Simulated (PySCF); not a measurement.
**HgF2: other functionals and bases at one geometry**

An exercise on one series of results from a longer session: the logs are not shown, and one member is left open.

Program: PySCF 2.14.0. Level of theory: several levels, as the steps say, no spin–orbit coupling. These are calculated values, not measurements.

1 further run of the same task is left out (for a known fault of the program).

**Where the work starts**

3 atoms, charge 0, spin multiplicity 1.

Bond lengths: Hg1–F2 1.917 Å, Hg1–F3 1.917 Å. Angles: F2–Hg1–F3 180.0°.

Geometry (Å):

| atom | x (Å) | y (Å) | z (Å) |
| --- | --- | --- | --- |
| Hg1 | 0.0000 | 0.0000 | 0.3648 |
| F2 | 1.9166 | 0.0000 | 0.3641 |
| F3 | -1.9166 | 0.0000 | 0.3641 |

Formal oxidation states: Hg +2. An earlier session relaxed this geometry at PBE0, Hg def2-SVP with ECP60, F def2-SVP (singlet, point group D∞h).

At PBE0 on the finer grid: E = -352.793320 Eh, HOMO -9.86 eV, LUMO -2.15 eV, Mulliken charge on Hg1 +0.87 e, largest force component 0.024 eV/Å. 

Levels to run: HF; PBE; PBE0, TZVP. Hardware: 2 threads of Arm Neoverse V1, shared host.

Set-up of the first run:

run.py (the lines that set the calculation)

```python
mol = gto.M(atom='''
Hg     0.00000     0.00000     0.36479
F      1.91663     0.00000     0.36408
F     -1.91663     0.00000     0.36408''',
    basis={'Hg': 'def2-SVP', 'F': 'def2-SVP'},
    ecp={'Hg': 'def2-SVP'},
    charge=0, spin=0)
mf = scf.RHF(mol)
mf = mf.density_fit()  # fitting sets: Hg def2-universal-JKFIT, F def2-universal-JKFIT
mf.conv_tol = 1e-08; mf.max_cycle = 55
mf.kernel(dm0)  # dm0: the density of the relaxed state
```

Started as:

```sh
OMP_NUM_THREADS=2 python run.py
```

Steps of the session up to this table: HF; PBE; PBE0, TZVP.

One of the session's tables, all rows but one given; the rest of the session is left out.

| level | HOMO (eV) | gap (eV) | charge on Hg1 (e) | largest force component (eV/Å) |
| --- | --- | --- | --- | --- |
| PBE0 (relaxed here) | -9.86 | 7.71 | 0.87 | 0.02 |
| HF | -14.61 | 16.03 | 1.19 | 0.12 |
| PBE | -7.85 | 4.69 | 0.74 | 0.49 |
| PBE0, TZVP | ? | ? | ? | ? |

**Question.** Estimate the row for PBE0, TZVP.

**Answer.** HOMO (eV): -10.24; gap (eV): 7.87; charge on Hg1 (e): 0.99; largest force component (eV/Å): 0.03. In the column «HOMO (eV)» it lies between HF (-14.61) and PBE0 (relaxed here) (-9.86).

In one basis the HOMO–LUMO gap runs from 4.69 eV (PBE) to 16.03 eV (HF). The largest leftover force, 0.49 eV/Å with PBE, stands at a geometry relaxed at another level. Total energies of different levels can't be compared.
